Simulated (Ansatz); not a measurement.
# CH₄S₂Si (SMILES CS[Si]S): a relaxed scan of the bond length Si3–S4

How does the energy rise as the bond length Si3–S4 leaves its equilibrium value, and do density functionals follow CCSD(T)? At each value the rest of the molecule is relaxed at PBE0-D4 with the distance held.

The runs use Ansatz 0.2.0, Gaussian basis; single points in def2-TZVPP.

Levels: PBE-D4, r2SCAN-D4, PBE0-D4, B3LYP-D4, wB97M-V, Hartree-Fock, MP2, CCSD, CCSD(T). The scan takes 1.933, 1.976, 2.039, 2.113, 2.194, 2.282, 2.376, 2.474, 2.577 Å.

Correlated methods freeze the cores. B3LYP uses VWN-RPA correlation.

98 further runs of the same task are left out: 98 set aside as unsound or not needed.

### Step 1. The system as given

The minimum, relaxed at PBE0-D4: 8 atoms, charge 0, spin multiplicity 1.

Atoms are counted from 1 here; the program's logs count them from 0.

Bond lengths: C1–S2 1.808 Å, C1–H5 1.090 Å, C1–H6 1.090 Å, C1–H7 1.090 Å, S2–Si3 2.128 Å, Si3–S4 2.147 Å, S4–H8 1.344 Å. Angles: S2–C1–H5 106.8°, S2–C1–H6 110.9°, S2–C1–H7 110.9°, H5–C1–H6 108.8°, H5–C1–H7 108.8°, H6–C1–H7 110.5°, C1–S2–Si3 113.2°, S2–Si3–S4 106.0°, Si3–S4–H8 102.9°.

Geometry (Å):

```xyz
8

C    -0.0718    1.0512   -0.2912
S     0.1629    0.6256    1.4503
Si    0.2990   -1.4708    1.7911
S     0.1040   -2.3977   -0.1361
H    -0.1298    2.1382   -0.3445
H    -1.0021    0.6300   -0.6724
H     0.7734    0.7140   -0.8913
H    -0.0433   -1.3474   -0.9616
```

Energies of the minimum (eV), from earlier single points: PBE-D4 -30638.21865, r2SCAN-D4 -30649.89525, PBE0-D4 -30640.74332, B3LYP-D4 -30654.68592, wB97M-V -30650.41169, CCSD(T) -30612.37013.

At the minimum the bond length Si3–S4 is 2.147 Å.

### Step 2. Si3–S4 = 1.933 Å

File relax/in.yaml:

```yaml
crystal:
  periodic: [false, false, false]
  atoms:
    - {symbol: C, position_ang: [-0.071825, 1.051234, -0.291173]}
    - {symbol: S, position_ang: [0.162895, 0.625569, 1.450279]}
    - {symbol: Si, position_ang: [0.299000, -1.470823, 1.791123]}
    - {symbol: S, position_ang: [0.123487, -2.305168, 0.056317]}
    - {symbol: H, position_ang: [-0.129783, 2.138178, -0.344514]}
    - {symbol: H, position_ang: [-1.002123, 0.630032, -0.672449]}
    - {symbol: H, position_ang: [0.773390, 0.713965, -0.891268]}
    - {symbol: H, position_ang: [-0.023802, -1.254884, -0.769144]}
basis:
  gaussian: {orbitals: def2-TZVP}
hamiltonian: {xc: pbe0, dispersion: d4}
relax: {f_tol: 0.005, max_steps: 200, constraints: [{distance: [2, 3]}]}
```

Command:

```
ansatz run in.yaml --threads 4 --pin off --events-out ev --progress --plain --max-ram 8704MiB
```

The runs that follow: Si3–S4 = 1.976 Å; Si3–S4 = 2.039 Å; Si3–S4 = 2.113 Å; Si3–S4 = 2.194 Å; Si3–S4 = 2.282 Å; Si3–S4 = 2.376 Å; Si3–S4 = 2.474 Å; Si3–S4 = 2.577 Å.

Before running it: what results should come out? Wanted: highest point, CCSD(T); lowest point, CCSD(T); minimum along the scan, CCSD(T); RMS deviation from CCSD(T); largest T1 diagnostic.

The runs gave:

| quantity | value |
| --- | --- |
| highest point, CCSD(T) | 15.0 kcal/mol at 2.577 Å |
| lowest point, CCSD(T) | 0.0 kcal/mol at 2.147 Å |
| minimum along the scan, CCSD(T) | 2.157 Å |
| curvature there | 13.0 eV/Å² |
| RMS deviation from CCSD(T) | PBE-D4 0.9, r2SCAN-D4 0.4, PBE0-D4 0.6, B3LYP-D4 0.8, wB97M-V 0.5, Hartree-Fock 0.6, MP2 0.7, CCSD 0.3 kcal/mol |
| largest T1 diagnostic | 0.017 |

What this shows: A polynomial through the near points puts the CCSD(T) minimum 0.010 Å above the PBE0-D4 value. The third derivative is negative, the usual anharmonicity of a bond. Curvature against CCSD(T): PBE-D4 -11 %, Hartree-Fock +6 %. Best along the scan: CCSD. Worst: PBE-D4.
